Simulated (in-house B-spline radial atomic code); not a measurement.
# Sn⁴⁺: a fraction of an electron moved 4d → 4f

Aim: the energy of Sn⁴⁺ as a fraction of an electron is moved 4d → 4f, to see how far it bends away from a straight line.

The numbers are computed with in-house B-spline radial atomic code version 1 (non-relativistic r2SCAN, spin-polarised, spherical fractional occupations, point nucleus, basis-set limit), except any that are marked as measured or tabulated.

## Step 1: The system

| Quantity | Value |
| --- | --- |
| element | tin (Z = 50) |
| charge | +4 |
| electrons | 46 |
| configuration | [Kr] 4d10 |
| Hamiltonian | non-relativistic |
| nucleus | point |

Outer shells as boxes (Hund's rule):

[Kr] 4d10
```
[Kr] core
4d [↑↓][↑↓][↑↓][↑↓][↑↓]
```

Where spins are not typed, each open shell is filled with up spins first.

## Step 2: The start, at fraction 0

Input settings:

```ini
Z = 50
electrons = 46.0
configuration = [Kr] 4d10
hamiltonian = nr
method = r2scan
spin_polarised = True
```

Results of the run (chosen fields of its result record, rounded):

```text
{
  "status": "converged",
  "scf [iteration, energy, orbital gradient]": [
    [1, -6022.09051932, 0.0906],
    [2, -6022.09827608, 0.00151],
    [3, -6022.09828228, 0.00079],
    [4, -6022.0982831, 0.000394],
    [5, -6022.09828335, 1.79e-05],
    [6, -6022.09828335, 4.81e-06],
    [7, -6022.09828335, 2.96e-07]
  ],
  "energy [hartree]": {"total": -6022.09828336, "kinetic": 6019.85362521, "nuclear": -14247.3905861, "coulomb": 2365.6227993, "xc": -160.184121785},
  "orbitals [hartree, bohr; up spins, the down spins are equal]": [
    ["name", "occ", "eps", "<r>", "<r^2>", "<1/r>", "r_max", "density_at_nucleus", "spin_orbit_zeta"],
    ["1s up", 1.0, -1031.3391, 0.030429, 0.0012387, 49.468, 0.020146, 38954.0, "-"],
    ["2s up", 1.0, -154.03143, 0.13139, 0.020283, 11.319, 0.1115, 4070.3, "-"],
    ["2p up", 3.0, -144.06511, 0.11212, 0.015291, 11.311, 0.087366, "-", 5.1761],
    ["3s up", 1.0, -31.076588, 0.35172, 0.14126, 4.0916, 0.31956, 786.39, "-"],
    ["3p up", 3.0, -26.950952, 0.34306, 0.13638, 4.0051, 0.30629, "-", 0.94061],
    ["3d up", 5.0, -19.3344, 0.31463, 0.11732, 3.8564, 0.25214, "-", 0.12634],
    ["4s up", 1.0, -6.2160865, 0.84954, 0.81525, 1.613, 0.7732, 154.0, "-"],
    ["4p up", 3.0, -4.83318, 0.89779, 0.91852, 1.5056, 0.80089, "-", 0.16572],
    ["4d up", 5.0, -2.5365594, 1.059, 1.3137, 1.247, 0.88, "-", 0.015729]
  ],
  "sum_r [bohr^k]": {"-1": 284.9478, "1": 24.58059, "2": 22.6874},
  "density_at_nucleus [bohr^-3]": 87929.53,
  "spin_density_at_nucleus [bohr^-3]": 0.0,
  "mass_velocity [hartree]": -508.6339,
  "darwin [hartree]": 367.7522
}
```

Run time: 0.17 s. Hardware: 1 thread, shared host.

Meta-GGA runs start from a PBE run whose iterations are not counted.

## Step 3: 0.125 electron moved 4d → 4f

Input settings:

```ini
Z = 50
electrons = 46.0
configuration = [Kr] 4d9.875 4f0.125
hamiltonian = nr
method = r2scan
spin_polarised = True
```

Main fields:

```text
{
  "status": "converged",
  "iterations": 7,
  "energy [hartree]": {"total": -6021.85761921, "kinetic": 6019.61558074, "nuclear": -14244.7427772, "coulomb": 2363.36946239, "xc": -160.099885117},
  "orbitals [hartree, bohr; first row names the columns]": [
    ["name", "occ", "eps", "<r>"],
    ["1s up", 1.0, -1031.3926, 0.030429],
    ["1s down", 1.0, -1031.3926, 0.030429],
    ["2s up", 1.0, -154.08645, 0.13139],
    ["2s down", 1.0, -154.08459, 0.13139],
    ["2p up", 3.0, -144.12, 0.11212],
    ["2p down", 3.0, -144.11867, 0.11212],
    ["3s up", 1.0, -31.128481, 0.35171],
    ["3s down", 1.0, -31.128055, 0.35171],
    ["3p up", 3.0, -27.00304, 0.34305],
    ["3p down", 3.0, -27.002376, 0.34305],
    ["3d up", 5.0, -19.387206, 0.31461],
    ["3d down", 5.0, -19.385825, 0.31461],
    ["4s up", 1.0, -6.2636362, 0.84889],
    ["4s down", 1.0, -6.257817, 0.84889],
    ["4p up", 3.0, -4.8795689, 0.89675],
    ["4p down", 3.0, -4.8736734, 0.89676],
    ["4d up", 5.0, -2.5792539, 1.0559],
    ["4d down", 4.875, -2.5730545, 1.0556],
    ["4f up", 0.125, -0.64468805, 3.0731]
  ],
  "sum_r [bohr^k]": {"-1": 284.8949, "1": 24.79216, "2": 23.82321},
  "energy_minus_base [hartree]": 0.240664142
}
```

It took 0.1 s on 1 thread, shared host.

energy_minus_base is the energy less that of the reference run.

## Step 4: 0.25 electron moved 4d → 4f

Input settings:

```ini
Z = 50
electrons = 46.0
configuration = [Kr] 4d9.75 4f0.25
hamiltonian = nr
method = r2scan
spin_polarised = True
```

Main fields:

```text
{
  "status": "converged",
  "iterations": 7,
  "energy [hartree]": {"total": -6021.61578663, "kinetic": 6019.37617184, "nuclear": -14242.1649843, "coulomb": 2361.19251155, "xc": -160.019485718},
  "orbitals [hartree, bohr; first row names the columns]": [
    ["name", "occ", "eps", "<r>"],
    ["1s up", 1.0, -1031.4447, 0.030429],
    ["1s down", 1.0, -1031.4447, 0.030429],
    ["2s up", 1.0, -154.14005, 0.13139],
    ["2s down", 1.0, -154.1363, 0.13139],
    ["2p up", 3.0, -144.17348, 0.11212],
    ["2p down", 3.0, -144.1708, 0.11212],
    ["3s up", 1.0, -31.178796, 0.35171],
    ["3s down", 1.0, -31.177923, 0.3517],
    ["3p up", 3.0, -27.053554, 0.34304],
    ["3p down", 3.0, -27.052204, 0.34303],
    ["3d up", 5.0, -19.438464, 0.31459],
    ["3d down", 5.0, -19.435668, 0.31459],
    ["4s up", 1.0, -6.3095363, 0.84825],
    ["4s down", 1.0, -6.2977161, 0.84824],
    ["4p up", 3.0, -4.9243287, 0.89574],
    ["4p down", 3.0, -4.912345, 0.89574],
    ["4d up", 5.0, -2.6203798, 1.0528],
    ["4d down", 4.75, -2.6078097, 1.0523],
    ["4f up", 0.25, -0.66632355, 2.9994]
  ],
  "sum_r [bohr^k]": {"-1": 284.8433, "1": 24.9867, "2": 24.83269},
  "energy_minus_base [hartree]": 0.482496728
}
```

Run time: 0.1 s. Hardware: 1 thread, shared host.

## Step 5: 0.375 electron moved 4d → 4f

Input settings:

```ini
Z = 50
electrons = 46.0
configuration = [Kr] 4d9.625 4f0.375
hamiltonian = nr
method = r2scan
spin_polarised = True
```

Main fields:

```text
{
  "status": "converged",
  "iterations": 8,
  "energy [hartree]": {"total": -6021.37218791, "kinetic": 6019.13466228, "nuclear": -14239.6678974, "coulomb": 2359.10343241, "xc": -159.942385187},
  "orbitals [hartree, bohr; first row names the columns]": [
    ["name", "occ", "eps", "<r>"],
    ["1s up", 1.0, -1031.4952, 0.030429],
    ["1s down", 1.0, -1031.4953, 0.030429],
    ["2s up", 1.0, -154.192, 0.13139],
    ["2s down", 1.0, -154.18634, 0.13139],
    ["2p up", 3.0, -144.22532, 0.11212],
    ["2p down", 3.0, -144.22127, 0.11212],
    ["3s up", 1.0, -31.22727, 0.3517],
    ["3s down", 1.0, -31.225928, 0.35169],
    ["3p up", 3.0, -27.102235, 0.34303],
    ["3p down", 3.0, -27.100172, 0.34302],
    ["3d up", 5.0, -19.487913, 0.31458],
    ["3d down", 5.0, -19.483672, 0.31457],
    ["4s up", 1.0, -6.3535103, 0.84762],
    ["4s down", 1.0, -6.3354953, 0.84761],
    ["4p up", 3.0, -4.9671862, 0.89476],
    ["4p down", 3.0, -4.9489082, 0.89474],
    ["4d up", 5.0, -2.6597062, 1.0497],
    ["4d down", 4.625, -2.6405504, 1.049],
    ["4f up", 0.375, -0.6843881, 2.9217]
  ],
  "sum_r [bohr^k]": {"-1": 284.7934, "1": 25.16333, "2": 25.7166},
  "energy_minus_base [hartree]": 0.72609545
}
```

Wall time 0.1 s (1 thread, shared host).

## Step 6: 0.5 electron moved 4d → 4f

Input settings:

```ini
Z = 50
electrons = 46.0
configuration = [Kr] 4d9.5 4f0.5
hamiltonian = nr
method = r2scan
spin_polarised = True
```

Main fields:

```text
{
  "status": "converged",
  "iterations": 8,
  "energy [hartree]": {"total": -6021.12675044, "kinetic": 6018.89120183, "nuclear": -14237.2509597, "coulomb": 2357.10139664, "xc": -159.868389238},
  "orbitals [hartree, bohr; first row names the columns]": [
    ["name", "occ", "eps", "<r>"],
    ["1s up", 1.0, -1031.5441, 0.030429],
    ["1s down", 1.0, -1031.5442, 0.030429],
    ["2s up", 1.0, -154.24232, 0.13139],
    ["2s down", 1.0, -154.23472, 0.13139],
    ["2p up", 3.0, -144.27554, 0.11212],
    ["2p down", 3.0, -144.2701, 0.11212],
    ["3s up", 1.0, -31.273905, 0.35169],
    ["3s down", 1.0, -31.272068, 0.35168],
    ["3p up", 3.0, -27.149084, 0.34302],
    ["3p down", 3.0, -27.146281, 0.34301],
    ["3d up", 5.0, -19.535558, 0.31456],
    ["3d down", 5.0, -19.529839, 0.31455],
    ["4s up", 1.0, -6.3955755, 0.84701],
    ["4s down", 1.0, -6.3711659, 0.84697],
    ["4p up", 3.0, -5.008161, 0.8938],
    ["4p down", 3.0, -4.9833768, 0.89376],
    ["4d up", 5.0, -2.6972604, 1.0467],
    ["4d down", 4.5, -2.6712963, 1.046],
    ["4f up", 0.5, -0.70053442, 2.8459]
  ],
  "sum_r [bohr^k]": {"-1": 284.745, "1": 25.32354, "2": 26.48996},
  "energy_minus_base [hartree]": 0.97153292
}
```

Run time: 0.1 s. Hardware: 1 thread, shared host.

## Step 7: 0.625 electron moved 4d → 4f

Input settings:

```ini
Z = 50
electrons = 46.0
configuration = [Kr] 4d9.375 4f0.625
hamiltonian = nr
method = r2scan
spin_polarised = True
```

Main fields:

```text
{
  "status": "converged",
  "iterations": 8,
  "energy [hartree]": {"total": -6020.87952514, "kinetic": 6018.6458104, "nuclear": -14234.9112952, "coulomb": 2355.18334418, "xc": -159.797384555},
  "orbitals [hartree, bohr; first row names the columns]": [
    ["name", "occ", "eps", "<r>"],
    ["1s up", 1.0, -1031.5915, 0.030429],
    ["1s down", 1.0, -1031.5916, 0.030429],
    ["2s up", 1.0, -154.29104, 0.13139],
    ["2s down", 1.0, -154.28149, 0.13139],
    ["2p up", 3.0, -144.32418, 0.11212],
    ["2p down", 3.0, -144.31735, 0.11212],
    ["3s up", 1.0, -31.318754, 0.35168],
    ["3s down", 1.0, -31.316395, 0.35166],
    ["3p up", 3.0, -27.194153, 0.34301],
    ["3p down", 3.0, -27.190582, 0.34299],
    ["3d up", 5.0, -19.581448, 0.31454],
    ["3d down", 5.0, -19.574218, 0.31453],
    ["4s up", 1.0, -6.4358004, 0.84641],
    ["4s down", 1.0, -6.4047926, 0.84635],
    ["4p up", 3.0, -5.0473222, 0.89287],
    ["4p down", 3.0, -5.0158176, 0.89279],
    ["4d up", 5.0, -2.7331126, 1.0439],
    ["4d down", 4.375, -2.7001171, 1.043],
    ["4f up", 0.625, -0.7154084, 2.7735]
  ],
  "sum_r [bohr^k]": {"-1": 284.6982, "1": 25.46895, "2": 27.16723},
  "energy_minus_base [hartree]": 1.21875822
}
```

Wall time 0.1 s (1 thread, shared host).

## Step 8: 0.75 electron moved 4d → 4f

Input settings:

```ini
Z = 50
electrons = 46.0
configuration = [Kr] 4d9.25 4f0.75
hamiltonian = nr
method = r2scan
spin_polarised = True
```

Main fields:

```text
{
  "status": "converged",
  "iterations": 8,
  "energy [hartree]": {"total": -6020.63061084, "kinetic": 6018.39857879, "nuclear": -14232.6452951, "coulomb": 2353.34539462, "xc": -159.729289176},
  "orbitals [hartree, bohr; first row names the columns]": [
    ["name", "occ", "eps", "<r>"],
    ["1s up", 1.0, -1031.6374, 0.030429],
    ["1s down", 1.0, -1031.6375, 0.030429],
    ["2s up", 1.0, -154.33825, 0.13139],
    ["2s down", 1.0, -154.32671, 0.13139],
    ["2p up", 3.0, -144.37133, 0.11212],
    ["2p down", 3.0, -144.36308, 0.11212],
    ["3s up", 1.0, -31.361887, 0.35167],
    ["3s down", 1.0, -31.358979, 0.35165],
    ["3p up", 3.0, -27.237514, 0.34299],
    ["3p down", 3.0, -27.233145, 0.34297],
    ["3d up", 5.0, -19.625656, 0.31452],
    ["3d down", 5.0, -19.616881, 0.31451],
    ["4s up", 1.0, -6.4742721, 0.84582],
    ["4s down", 1.0, -6.4364609, 0.84573],
    ["4p up", 3.0, -5.0847579, 0.89197],
    ["4p down", 3.0, -5.0463177, 0.89185],
    ["4d up", 5.0, -2.767349, 1.0412],
    ["4d down", 4.25, -2.7271013, 1.0402],
    ["4f up", 0.75, -0.72934023, 2.7049]
  ],
  "sum_r [bohr^k]": {"-1": 284.6529, "1": 25.60111, "2": 27.76122},
  "energy_minus_base [hartree]": 1.46767252
}
```

Run time: 0.1 s. Hardware: 1 thread, shared host.

## Step 9: 0.875 electron moved 4d → 4f

Input settings:

```ini
Z = 50
electrons = 46.0
configuration = [Kr] 4d9.125 4f0.875
hamiltonian = nr
method = r2scan
spin_polarised = True
```

Main fields:

```text
{
  "status": "converged",
  "iterations": 9,
  "energy [hartree]": {"total": -6020.38012662, "kinetic": 6018.14983219, "nuclear": -14230.4494714, "coulomb": 2351.58355582, "xc": -159.664043227},
  "orbitals [hartree, bohr; first row names the columns]": [
    ["name", "occ", "eps", "<r>"],
    ["1s up", 1.0, -1031.6819, 0.030429],
    ["1s down", 1.0, -1031.682, 0.030429],
    ["2s up", 1.0, -154.384, 0.13139],
    ["2s down", 1.0, -154.37047, 0.13139],
    ["2p up", 3.0, -144.41704, 0.11212],
    ["2p down", 3.0, -144.40736, 0.11212],
    ["3s up", 1.0, -31.40338, 0.35166],
    ["3s down", 1.0, -31.399894, 0.35164],
    ["3p up", 3.0, -27.279239, 0.34298],
    ["3p down", 3.0, -27.274043, 0.34296],
    ["3d up", 5.0, -19.668253, 0.31449],
    ["3d down", 5.0, -19.657901, 0.31448],
    ["4s up", 1.0, -6.5110829, 0.84525],
    ["4s down", 1.0, -6.466263, 0.84513],
    ["4p up", 3.0, -5.1205603, 0.89109],
    ["4p down", 3.0, -5.0749709, 0.89093],
    ["4d up", 5.0, -2.8000594, 1.0385],
    ["4d down", 4.125, -2.7523428, 1.0375],
    ["4f up", 0.875, -0.74252534, 2.6402]
  ],
  "sum_r [bohr^k]": {"-1": 284.609, "1": 25.72142, "2": 28.28308},
  "energy_minus_base [hartree]": 1.71815673
}
```

It took 0.11 s on 1 thread, shared host.

## Step 10: 1 electron moved 4d → 4f

Input settings:

```ini
Z = 50
electrons = 46.0
configuration = [Kr] 4d9 4f1
hamiltonian = nr
method = r2scan
spin_polarised = True
```

Main fields:

```text
{
  "status": "converged",
  "iterations": 9,
  "energy [hartree]": {"total": -6020.12819923, "kinetic": 6017.89945944, "nuclear": -14228.3193614, "coulomb": 2349.89327699, "xc": -159.601574279},
  "orbitals [hartree, bohr; first row names the columns]": [
    ["name", "occ", "eps", "<r>"],
    ["1s up", 1.0, -1031.7251, 0.030429],
    ["1s down", 1.0, -1031.7252, 0.030429],
    ["2s up", 1.0, -154.42839, 0.13139],
    ["2s down", 1.0, -154.41285, 0.13138],
    ["2p up", 3.0, -144.4614, 0.11212],
    ["2p down", 3.0, -144.45029, 0.11212],
    ["3s up", 1.0, -31.44332, 0.35165],
    ["3s down", 1.0, -31.439228, 0.35162],
    ["3p up", 3.0, -27.31942, 0.34297],
    ["3p down", 3.0, -27.313367, 0.34294],
    ["3d up", 5.0, -19.709329, 0.31447],
    ["3d down", 5.0, -19.697365, 0.31446],
    ["4s up", 1.0, -6.5463328, 0.8447],
    ["4s down", 1.0, -6.4943004, 0.84453],
    ["4p up", 3.0, -5.1548293, 0.89024],
    ["4p down", 3.0, -5.1018793, 0.89002],
    ["4d up", 5.0, -2.8313395, 1.036],
    ["4d down", 4.0, -2.7759423, 1.0349],
    ["4f up", 1.0, -0.75509239, 2.5794]
  ],
  "sum_r [bohr^k]": {"-1": 284.5664, "1": 25.83117, "2": 28.74246},
  "energy_minus_base [hartree]": 1.97008412
}
```

Wall time 0.11 s (1 thread, shared host).

## Step 11: The energy along the path

| fraction | energy change (eV) | less the straight line (eV) | level 4d down (eV) | level 4f up (eV) | sum of <r²> (bohr²) |
| --- | --- | --- | --- | --- | --- |
| 0 | 0.0000 | 0.0000 | -69.023 | empty | 22.687 |
| 0.125 | 6.5488 | -0.1523 | -70.016 | -17.543 | 23.823 |
| 0.25 | 13.1294 | -0.2728 | -70.962 | -18.132 | 24.833 |
| 0.375 | 19.7581 | -0.3452 | -71.853 | -18.623 | 25.717 |
| 0.5 | 26.4368 | -0.3676 | -72.690 | -19.063 | 26.490 |
| 0.625 | 33.1641 | -0.3413 | -73.474 | -19.467 | 27.167 |
| 0.75 | 39.9374 | -0.2691 | -74.208 | -19.846 | 27.761 |
| 0.875 | 46.7534 | -0.1542 | -74.895 | -20.205 | 28.283 |
| 1 | 53.6087 | 0.0000 | -75.537 | -20.547 | 28.742 |

From fraction 0 to 1 the energy changes by 53.609 eV. It sags under the straight line by up to 0.37 eV (at 0.5). Slater's transition state, the slope from the orbital energies at fraction 0.5 (Janak's theorem), gives 53.627 eV for the whole step.
